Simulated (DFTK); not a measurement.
Wanted: the native input for a DFTK 0.8.2 run.

```yaml
Task: equation of state
Functional: PBEsol
Potentials_or_basis: dojo.nc.sr.pbesol.v0_4_1.standard.upf (PBEsol)
Cutoff: 1034 eV
k_mesh: 7 × 7 × 7
Occupations: fermi-dirac, width 0.05 eV
Spin: no spin polarisation
Valence_electrons: Au 19, In 13
Volume_scales: "[0.94, 0.96, 0.98, 1.0, 1.02, 1.04, 1.06]"
SCF_tolerance_on_the_density: 1e-06
```

In2Au:

```
CELL_PARAMETERS angstrom
0.00000 3.25100 3.25100
3.25100 0.00000 3.25100
3.25100 3.25100 0.00000
ATOMIC_POSITIONS crystal
Au 0.00000 0.00000 0.00000
In 0.75000 0.75000 0.75000
In 0.25000 0.25000 0.25000
```

The input as run:

run.jl

```julia
using DFTK
using PseudoPotentialData
using Unitful, UnitfulAtomic
using LinearAlgebra, Printf
include("save.jl")
disable_threading()

# lattice vectors are the columns
lattice = austrip(1u"Å") * [           0.0          3.251          3.251;
                    3.251            0.0          3.251;
                    3.251          3.251            0.0]
symbols   = [:Au, :In, :In]
positions = [[0.0, 0.0, 0.0],
             [0.75, 0.75, 0.75],
             [0.25, 0.25, 0.25]]
pseudopotentials = PseudoFamily("dojo.nc.sr.pbesol.v0_4_1.standard.upf")
elements = Dict(s => ElementPsp(s, pseudopotentials) for s in unique(symbols))
atoms    = [elements[s] for s in symbols]

build_model(lattice, positions; symmetries=true) =
    model_DFT(lattice, atoms, positions;
              functionals=PBEsol(),
              temperature=austrip(0.05u"eV"),
              smearing=Smearing.FermiDirac(),
              symmetries)
Ecut  = 38.0  # hartree
kgrid = [7, 7, 7]
tol   = 1e-6
to_GPa = ustrip(uconvert(u"GPa", 1u"hartree/bohr^3"))

results["points"] = []
for scale in [0.94, 0.96, 0.98, 1.0, 1.02, 1.04, 1.06]
    println("\n=== scale = ", scale)
    model = build_model(cbrt(scale) * lattice, positions)
    basis = PlaneWaveBasis(model; Ecut, kgrid)
    t0 = time()
    scfres = self_consistent_field(basis;
                                   tol,
                                   nbandsalg=AdaptiveBands(model; n_bands_converge=28))
    seconds = time() - t0
    @printf "SCF: %d iterations, %.1f s\n" scfres.n_iter seconds
    forces = compute_forces_cart(scfres)
    stress = compute_stresses_cart(scfres)
    @printf "V = %.5f Å^3  F = %.8f Ha  max force = %.5f eV/Å  p = %.4f GPa\n" ustrip(auconvert(u"Å^3", model.unit_cell_volume)) scfres.energies.total ustrip(auconvert(u"eV/Å", maximum(norm, forces))) (-tr(stress) / 3 * to_GPa)
    push!(results["points"], save_scf!(scfres; forces, stress, d=Dict{String,Any}("seconds" => seconds, "n_matvec" => get(scfres, :n_matvec, 0))))
end

# third-order Birch-Murnaghan fit in x = V^(-2/3)
V = [0.94, 0.96, 0.98, 1.0, 1.02, 1.04, 1.06] * abs(det(lattice))
E = [p["total"] for p in results["points"]]
x = V .^ (-2 / 3)
c = [x .^ 0 x x .^ 2 x .^ 3] \ E
Δ = c[3]^2 - 3c[2] * c[4]
if Δ > 0
    x0 = (-c[3] + sqrt(Δ)) / 3c[4]
    B0 = 4 / 9 * x0^(7 / 2) * (2c[3] + 6c[4] * x0)
    @printf "V0 = %.4f Å^3  B0 = %.2f GPa\n" ustrip(auconvert(u"Å^3", x0^(-3 / 2))) B0 * to_GPa
end
```

Potentials or basis: dojo.nc.sr.pbesol.v0_4_1.standard.upf (PBEsol).

Launch:

```sh
$ julia --threads=1 run.jl  # save.jl only writes the numbers to a file and isn't shown; printed stress counts tension as positive; times include loading and compiling
```

Results of the run:

The equilibrium volume is 23.49 Å³/atom, the bulk modulus is 61 GPa and the pressure derivative of the bulk modulus is 6.6 (rough: it moves with the points fitted).

It took 65 min on 1 thread of AMD EPYC 7571, with other jobs on the host, peak memory 2.2 GiB.
